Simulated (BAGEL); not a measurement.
**B2SiH5F (SMILES B[SiH2]BF) at B3LYP/cc-pVDZ (density fitting with qzvpp-jkfit)**

Aim: the energy change on altering one bond length of B2SiH5F at B3LYP/cc-pVDZ (density fitting with qzvpp-jkfit), from 2 runs. 

Program for the calculation: BAGEL 1.2.2.

2 further runs of the same task are left out: 2 set aside as unsound or not needed.

## (1) The system as given

The species is B2SiH5F (9 atoms), meant as a singlet with charge 0. As SMILES, `B[SiH2]BF`. Geometry: relaxed at GFN2-xTB. This is one conformer, not always the lowest.

Bond lengths: B1–Si2 1.953 Å, Si2–B3 1.984 Å, B3–F4 1.318 Å, B1–H5 1.171 Å, B1–H6 1.170 Å, Si2–H7 1.478 Å, Si2–H8 1.478 Å, B3–H9 1.179 Å. Some angles: B1–Si2–B3 105.2°, Si2–B3–F4 119.4°, B1–Si2–H7 114.5°, B1–Si2–H8 114.8°, B3–Si2–H7 110.1°, B3–Si2–H8 109.9°, Si2–B1–H5 121.4°, Si2–B1–H6 121.6°, Si2–B3–H9 126.6°, F4–B3–H9 113.9°.

## (2) The energy at B3LYP/cc-pVDZ (density fitting with qzvpp-jkfit)

job.json

```json
{ "bagel" : [

{
  "title" : "molecule",
  "basis" : "cc-pvdz.json",
  "df_basis" : "qzvpp-jkfit",
  "angstrom" : true,
  "geometry" : [
    { "atom" : "B", "xyz" : [   -0.964080,    1.319810,    0.009850 ] },
    { "atom" : "Si", "xyz" : [    0.695180,    0.310200,   -0.193090 ] },
    { "atom" : "B", "xyz" : [    0.220770,   -1.565380,    0.246580 ] },
    { "atom" : "F", "xyz" : [   -0.490240,   -2.270120,   -0.610130 ] },
    { "atom" : "H", "xyz" : [   -1.332200,    1.683980,    1.060410 ] },
    { "atom" : "H", "xyz" : [   -1.680900,    1.508430,   -0.894960 ] },
    { "atom" : "H", "xyz" : [    1.294080,    0.379250,   -1.542630 ] },
    { "atom" : "H", "xyz" : [    1.807010,    0.763830,    0.667760 ] },
    { "atom" : "H", "xyz" : [    0.450370,   -2.130000,    1.256210 ] }
  ]
},
{ "title" : "ks", "xc_func" : "b3lyp" },
{ "title" : "print", "file" : "orbitals.molden", "orbitals" : true }

]}
```

The basis set cc-pVDZ is read from a file made from the Basis Set Exchange's data (not shown).

On the command line:

```
$ BAGEL_NUM_THREADS=1 BAGEL job.json > job.out
```

What it wrote:

```text
* using 1 threads per process

  ===============================================================
  ===============================================================

  *** Geometry ***

  { "atom" : "B", "xyz" : [     -1.821847,      2.494079,      0.018614 ] },
  { "atom" : "Si", "xyz" : [      1.313700,      0.586193,     -0.364887 ] },
  { "atom" : "B", "xyz" : [      0.417195,     -2.958139,      0.465969 ] },
  { "atom" : "F", "xyz" : [     -0.926419,     -4.289905,     -1.152979 ] },
  { "atom" : "H", "xyz" : [     -2.517493,      3.182261,      2.003884 ] },
  { "atom" : "H", "xyz" : [     -3.176441,      2.850520,     -1.691229 ] },
  { "atom" : "H", "xyz" : [      2.445457,      0.716679,     -2.915148 ] },
  { "atom" : "H", "xyz" : [      3.414754,      1.443430,      1.261884 ] },
  { "atom" : "H", "xyz" : [      0.851076,     -4.025117,      2.373893 ] },

  Number of auxiliary basis functions:      445

  Since a DF basis is specified, we compute 2- and 3-index integrals:
    o Being stored without compression. Storage requirement is 0.026 GB

  Number of basis functions:       85
  Number of electrons      :       38

    * METHOD: MOLECULE                             0.44

  *** Kohn-Sham DFT ***

    * Removing 15920 points whose weight is below 1.00e-10
    * Grid points: 118234

  === Nuclear Repulsion ===
   129.0067475145

       - DIIS with orbital gradients will be used.

  === KS iteration (b3lyp / cc-pvdz.json) ===
      0       -416.71564094          0.07986797           0.77
      1       -377.59551061          0.14685029           0.70
      2       -352.51850758          0.18071855           0.68
      3       -431.90241048          0.07534686           0.62
      4       -437.87843525          0.06699472           0.56
      5       -441.64873588          0.02541949           0.73
      6       -441.88062440          0.01687038           0.81
      7       -442.01225299          0.00770321           0.66
      8       -442.02902005          0.00622707           0.78
      9       -442.05129962          0.00092905           0.58
     10       -442.05182299          0.00032887           0.60
     11       -442.05188993          0.00002970           0.72
     12       -442.05189046          0.00000803           0.76
     13       -442.05189050          0.00000410           0.80
     14       -442.05189051          0.00000148           0.85
     15       -442.05189051          0.00000063           0.85
     16       -442.05189051          0.00000014           0.78
     17       -442.05189051          0.00000006           0.72
     18       -442.05189051          0.00000002           0.71
     19       -442.05189051          0.00000001           0.64
     20       -442.05189051          0.00000000           0.72
    * SCF iteration converged.

    * Permanent dipole moment:
           (    0.004828,    -0.108075,    -0.149610) a.u.

    * METHOD: KS                                  16.42

    * METHOD: PRINT                                0.02

  ===============================================================
```

It took 17 s on 1 thread of Intel Xeon at 2.50GHz (Skylake/Cascade Lake), shared host; peak memory 0.46 GiB.

## (3) The distorted shape

dft.json

```json
{ "bagel" : [

{
  "title" : "molecule",
  "basis" : "cc-pvdz.json",
  "df_basis" : "qzvpp-jkfit",
  "angstrom" : "true",
  "geometry" : [
    { "atom" : "B", "xyz" : [   -1.520032,    1.092980,   -0.420603 ] },
    { "atom" : "Si", "xyz" : [    0.139228,    0.083370,   -0.623543 ] },
    { "atom" : "B", "xyz" : [   -0.335182,   -1.792210,   -0.183873 ] },
    { "atom" : "F", "xyz" : [   -1.046192,   -2.496950,   -1.040583 ] },
    { "atom" : "H", "xyz" : [   -1.888152,    1.457150,    0.629957 ] },
    { "atom" : "H", "xyz" : [   -2.236852,    1.281600,   -1.325413 ] },
    { "atom" : "H", "xyz" : [    0.738128,    0.152420,   -1.973083 ] },
    { "atom" : "H", "xyz" : [    1.807010,    0.763830,    0.667760 ] },
    { "atom" : "H", "xyz" : [   -0.105582,   -2.356830,    0.825757 ] }
  ]
},
{
  "title" : "ks",
  "xc_func" : "b3lyp"
},
{
  "title" : "print",
  "file" : "orbitals.molden",
  "orbitals" : "true"
}

]}
```

The basis set cc-pVDZ is read from a file made from the Basis Set Exchange's data (not shown).

On the command line:

```
$ BAGEL_NUM_THREADS=1 BAGEL dft.json > dft.out
```

What it wrote:

```text
* using 1 threads per process

  ===============================================================
  ===============================================================

  *** Geometry ***

  { "atom" : "B", "xyz" : [     -2.872444,      2.065433,     -0.794824 ] },
  { "atom" : "Si", "xyz" : [      0.263103,      0.157546,     -1.178325 ] },
  { "atom" : "B", "xyz" : [     -0.633402,     -3.386786,     -0.347470 ] },
  { "atom" : "F", "xyz" : [     -1.977016,     -4.718552,     -1.966417 ] },
  { "atom" : "H", "xyz" : [     -3.568090,      2.753614,      1.190446 ] },
  { "atom" : "H", "xyz" : [     -4.227038,      2.421873,     -2.504668 ] },
  { "atom" : "H", "xyz" : [      1.394860,      0.288032,     -3.728586 ] },
  { "atom" : "H", "xyz" : [      3.414754,      1.443430,      1.261884 ] },
  { "atom" : "H", "xyz" : [     -0.199521,     -4.453763,      1.560455 ] },

  Number of auxiliary basis functions:      445

  Since a DF basis is specified, we compute 2- and 3-index integrals:
    o Being stored without compression. Storage requirement is 0.026 GB

  Number of basis functions:       85
  Number of electrons      :       38

    * METHOD: MOLECULE                             0.56

  *** Kohn-Sham DFT ***

    * Removing 15390 points whose weight is below 1.00e-10
    * Grid points: 118764

  === Nuclear Repulsion ===
   126.7464486295

       - DIIS with orbital gradients will be used.

  === KS iteration (b3lyp / cc-pvdz.json) ===
      0       -416.65362519          0.07948819           0.75
      1       -378.84968318          0.14317265           0.77
      2       -352.99676692          0.17902184           0.76
      3       -431.30978115          0.07374636           0.74
      4       -436.05170224          0.06816126           0.78
      5       -438.45383210          0.07752042           0.64
      6       -441.51672566          0.02886959           0.83
      7       -441.67901752          0.02141017           0.58
      8       -441.90272967          0.01154592           0.56
      9       -441.94328685          0.00712890           0.57
     10       -441.98533044          0.00165441           0.55
     11       -441.98766398          0.00042909           0.63
     12       -441.98778053          0.00013220           0.78
     13       -441.98779387          0.00002194           0.77
     14       -441.98779417          0.00000798           0.77
     15       -441.98779421          0.00000444           0.73
     16       -441.98779422          0.00000171           0.70
     17       -441.98779422          0.00000086           0.64
     18       -441.98779422          0.00000042           0.73
     19       -441.98779422          0.00000020           0.61
     20       -441.98779422          0.00000006           0.60
     21       -441.98779422          0.00000002           0.64
     22       -441.98779422          0.00000001           0.65
     23       -441.98779422          0.00000000           0.60
    * SCF iteration converged.

    * Permanent dipole moment:
           (    0.348966,     0.032875,     0.117613) a.u.

    * METHOD: KS                                  18.13

    * METHOD: PRINT                                0.01

  ===============================================================
```

It took 19 s on 1 thread of Intel Xeon at 2.50GHz (Skylake/Cascade Lake), shared host; peak memory 0.46 GiB.

## (4) What came out

At B3LYP/cc-pVDZ (density fitting with qzvpp-jkfit):

| quantity | value |
| --- | --- |
| first shape: total energy | -442.05189 Eh |
| first shape: dipole moment | 0.47 D |
| first shape: HOMO energy | -7.73 eV |
| first shape: LUMO energy | -2.82 eV |
| first shape: HOMO–LUMO gap | 4.91 eV |
| distorted shape: total energy | -441.98779 Eh |
| distorted shape: dipole moment | 0.94 D |
| distorted shape: HOMO energy | -7.52 eV |
| distorted shape: LUMO energy | -3.18 eV |
| distorted shape: HOMO–LUMO gap | 4.34 eV |
| energy change with the Si2–H8 bond stretched from 1.478 to 2.216 Å | 1.744 eV |

In words: With the Si2–H8 bond stretched from 1.478 to 2.216 Å the energy rises by 1.74 eV (168 kJ/mol). The first shape isn't relaxed at this level, so the change isn't measured from a minimum.
